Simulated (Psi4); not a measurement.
**PBE0/def2-SVP run of SiH2Br2 (dibromosilane)**

Aim: the vertical ionisation energy of SiH2Br2 (dibromosilane) at PBE0/def2-SVP, from 2 runs. 

Program for the calculation: Psi4 1.11.

2 further runs of the same task are left out: 2 that didn't finish.

## 1. Starting point

SiH2Br2: 5 atoms, total charge 0, spin state singlet. SMILES: `Br[SiH2]Br`. The coordinates come from a PBE0-D4/def2-TZVP relaxation.

Bond lengths: Br1–Si2 2.207 Å, Si2–Br3 2.207 Å, Si2–H4 1.476 Å, Si2–H5 1.476 Å. Angles: Br1–Si2–Br3 110.8°, Br1–Si2–H4 108.4°, Br1–Si2–H5 108.4°, Br3–Si2–H4 108.4°, Br3–Si2–H5 108.4°, H4–Si2–H5 112.5°.

## 2. Energy and gradient at PBE0/def2-SVP

File input.inp:

```
memory 2200 MB

molecule {
  0 1
  Br
  Si 1 R2
  Br 2 R3 1 A3
  H 2 R4 3 A4 1 D4
  H 2 R5 4 A5 3 D5

  R2 = 2.206842
  R3 = 2.206794
  A3 = 110.75763
  R4 = 1.47607
  A4 = 108.38239
  D4 = 118.78728
  R5 = 1.476071
  A5 = 112.5465
  D5 = -119.85311
  symmetry c1
}

set basis def2-SVP
set puream true
set e_convergence 1e-09
set d_convergence 1e-08
set scf_type pk
set dft_radial_points 99
set dft_spherical_points 590

gradient("pbe0")
```

Command:

```
$ psi4 input.inp input.out -n 1
```

input.out:

```text
[...]
  Running in c1 symmetry.
[...]
  Nuclear repulsion =  448.279250611994541
[...]
  Multiplicity = 1
[...]
  Nalpha       = 43
  Nbeta        = 43
[...]
    Number of basis functions: 92
[...]
   @RKS iter   1: -5437.10268129378346   -2.44281e+00   2.03380e-02 ADIIS/DIIS
[...]
   @RKS iter  10: -5437.65736684816511   -1.81899e-12   1.74722e-09 DIIS
[...]
    Orbital Energies [Eh]
    ---------------------
    Doubly Occupied:
       1A   -483.202391     2A   -483.202372     3A    -66.318032
       4A    -62.636691     5A    -62.636675     6A    -56.425698
       7A    -56.425686     8A    -56.423497     9A    -56.423479
      10A    -56.423370    11A    -56.423354    12A     -8.782776
      13A     -8.782763    14A     -6.594806    15A     -6.594794
      16A     -6.586297    17A     -6.586285    18A     -6.585868
      19A     -6.585856    20A     -5.406653    21A     -3.745826
      22A     -3.743916    23A     -3.741315    24A     -2.680896
      25A     -2.680884    26A     -2.678452    27A     -2.678440
      28A     -2.678107    29A     -2.678095    30A     -2.671285
      31A     -2.671279    32A     -2.671273    33A     -2.671268
      34A     -0.822752    35A     -0.799279    36A     -0.564003
[...]
  @RKS Final Energy: -5437.65736684816511
   => Energetics <=
    Nuclear Repulsion Energy =            448.2792506119945415
    One-Electron Energy =               -8461.0104025390901370
    Two-Electron Energy =                2728.6842244719573500
    DFT Exchange-Correlation Energy =    -153.6104393930275762
    Empirical Dispersion Energy =           0.0000000000000000
    VV10 Nonlocal Energy =                  0.0000000000000000
    Total Energy =                      -5437.6573668481651112
[...]
 Multipole Moments:
 ------------------------------------------------------------------------------------
     Multipole            Electronic (a.u.)      Nuclear  (a.u.)        Total (a.u.)
 ------------------------------------------------------------------------------------
 L = 1.  Multiply by 2.5417464519 to convert [e a0] to [Debye]
 Dipole X            :         -0.0000094            0.0000073           -0.0000021
 Dipole Y            :         -5.4059801            5.7937175            0.3877373
 Dipole Z            :         -3.7329915            4.0005190            0.2675276
 Magnitude           :                                                    0.4710745
[...]
  -Total Gradient:
     Atom            X                  Y                   Z
    ------   -----------------  -----------------  -----------------
       1        0.000000148843    -0.000223169307     0.003127225027
       2       -0.000000637400     0.000591998566     0.000405615358
       3        0.000000094247     0.002869436225    -0.001318828014
       4        0.002451152643    -0.001628883374    -0.001113704143
       5       -0.002450758304    -0.001628803622    -0.001113741511
[...]
```

It took 44 s on 1 thread of AMD EPYC (Zen 3), shared host; peak memory 0.84 GiB.

## 3. The doublet cation, same level

File br2h2si.json:

```json
{
 "schema_name": "qcschema_input",
 "schema_version": 1,
 "molecule": {
  "schema_name": "qcschema_molecule",
  "schema_version": 2,
  "symbols": ["Br", "Si", "Br", "H", "H"],
  "geometry": [-3.16092599, -2.34191869, 0.68466667, 0.29901136, -0.08747542, 0.10333022, -0.55854635, 3.42826555, -1.96911352, 2.0851805, -1.59347376, -1.42052603, 1.33526158, 0.59458343, 2.60164265],
  "molecular_charge": 1,
  "molecular_multiplicity": 2,
  "fix_symmetry": "c1",
  "fix_com": true,
  "fix_orientation": true
 },
 "driver": "gradient",
 "model": {
  "method": "pbe0",
  "basis": "def2-SVP"
 },
 "keywords": {
  "reference": "uks",
  "puream": true,
  "e_convergence": 1e-09,
  "d_convergence": 1e-08,
  "scf_type": "pk",
  "dft_radial_points": 99,
  "dft_spherical_points": 590,
  "maxiter": 100,
  "scf_properties": ["LOWDIN_CHARGES", "DIPOLE", "QUADRUPOLE"]
 }
}
```

Command:

```
$ psi4 --qcschema br2h2si.json -n 1 --memory 2200MB
```

stdout:

```text
[...]
  Running in c1 symmetry.
[...]
  Nuclear repulsion =  448.279263033293944
[...]
  Multiplicity = 2
[...]
  Nalpha       = 43
  Nbeta        = 42
[...]
    Number of basis functions: 92
[...]
   @UKS iter   1: -5436.79251025994654   -2.13264e+00   1.96559e-02 DIIS/ADIIS
[...]
   @UKS iter  13: -5437.26601037024375   -7.27596e-12   4.82628e-09 DIIS
[...]
   @S^2 Observed:                7.541022488E-01
[...]
  @UKS Final Energy: -5437.26601037024375
   => Energetics <=
    Nuclear Repulsion Energy =            448.2792630332939439
    One-Electron Energy =               -8440.4993602280719642
    Two-Electron Energy =                2708.3021764020882074
    DFT Exchange-Correlation Energy =    -153.3480895775544184
    Empirical Dispersion Energy =           0.0000000000000000
    VV10 Nonlocal Energy =                  0.0000000000000000
    Total Energy =                      -5437.2660103702446577
[...]
 Multipole Moments:
 ------------------------------------------------------------------------------------
     Multipole            Electronic (a.u.)      Nuclear  (a.u.)        Total (a.u.)
 ------------------------------------------------------------------------------------
 L = 1.  Multiply by 2.5417464519 to convert [e a0] to [Debye]
 Dipole X            :        122.0602872         -122.5749308           -0.5146435
 Dipole Y            :        -35.6481503           35.7985939            0.1504436
 Dipole Z            :         42.1501042          -42.3279000           -0.1777959
 Magnitude           :                                                    0.5648917
 L = 2.  Multiply by 1.3450342976 to convert [e a0^2] to [Debye ang]
 Quadrupole XX       :       -398.3926014          368.0025602          -30.3900412
 Quadrupole XY       :       -187.6369775          189.1775835            1.5406061
[...]
  -Total Gradient:
     Atom            X                  Y                   Z
    ------   -----------------  -----------------  -----------------
       1       -0.000179709585     0.004035072705    -0.002228581740
       2        0.009861558897    -0.002866933571     0.003398017042
       3       -0.003344509590    -0.003026877971     0.001023036148
       4       -0.004592470920     0.005055097979     0.006478229682
       5       -0.001766457774    -0.003190071795    -0.008678146415
[...]
```

The result, in JSON:

```text
{
 "driver": "gradient",
 "model": {
  "method": "pbe0",
  "basis": "def2-SVP"
 },
 "success": true,
 "return_result": [-0.0001797095851626962, 0.0040350727052112095, -0.002228581739685157, 0.009861558896520371, -0.0028669335709169486, 0.0033980170416580938, -0.003344509590238, -0.0030268779708260973, 0.001023036148229628, -0.0045924709199135355, 0.0050550979790294215, 0.006478229682447587, -0.0017664577737666817, -0.0031900717949874258, -0.00867814641538496],
 "properties": {
  "calcinfo_nbasis": 92,
  "calcinfo_nmo": 92,
  "calcinfo_nalpha": 43,
  "calcinfo_nbeta": 42,
  "calcinfo_natom": 5,
  "nuclear_repulsion_energy": 448.27926303329394,
  "return_energy": -5437.266010370244,
  "return_gradient": [-0.0001797095851626962, 0.0040350727052112095, -0.002228581739685157, 0.009861558896520371, -0.0028669335709169486, 0.0033980170416580938, -0.003344509590238, -0.0030268779708260973, 0.001023036148229628, -0.0045924709199135355, 0.0050550979790294215, 0.006478229682447587, -0.0017664577737666817, -0.0031900717949874258, -0.00867814641538496],
  "scf_one_electron_energy": -8440.499360228072,
  "scf_two_electron_energy": 2708.302176402088,
  "scf_xc_energy": -153.34808957755442,
  "scf_dipole_moment": [-0.5146435399555713, 0.1504435791847598, -0.1777958506015267],
  "scf_total_energy": -5437.266010370244,
  "scf_total_gradient": [-0.0001797095851626962, 0.0040350727052112095, -0.002228581739685157, 0.009861558896520371, -0.0028669335709169486, 0.0033980170416580938, -0.003344509590238, -0.0030268779708260973, 0.001023036148229628, -0.0045924709199135355, 0.0050550979790294215, 0.006478229682447587, -0.0017664577737666817, -0.0031900717949874258, -0.00867814641538496],
  "scf_iterations": 13
 }
}
```

Wall time 70 s (1 thread of AMD EPYC (Zen 3), shared host); peak memory 0.84 GiB.

## 4. Summary of results

Level: PBE0/def2-SVP.

```
                                          quantity           value
                     singlet SiH2Br2: total energy  -5437.65737 Eh
                    singlet SiH2Br2: dipole moment          1.20 D
                      singlet SiH2Br2: HOMO energy        -8.53 eV
                      singlet SiH2Br2: LUMO energy        -0.35 eV
                    singlet SiH2Br2: HOMO–LUMO gap         8.18 eV
         singlet SiH2Br2: largest force on an atom      0.162 eV/Å
                      doublet cation: total energy  -5437.26601 Eh
doublet cation: HOMO energy (highest over α and β)       -14.15 eV
 doublet cation: LUMO energy (lowest over α and β)       -12.77 eV
                              doublet cation: ⟨S²⟩           0.754
          doublet cation: largest force on an atom      0.556 eV/Å
vertical ionisation energy (to the doublet cation)       10.649 eV
```

In words: Removing an electron at fixed nuclei costs 10.65 eV (1028 kJ/mol). −ε(HOMO) before ionisation, 8.53 eV, is 2.12 eV below this ionisation energy.
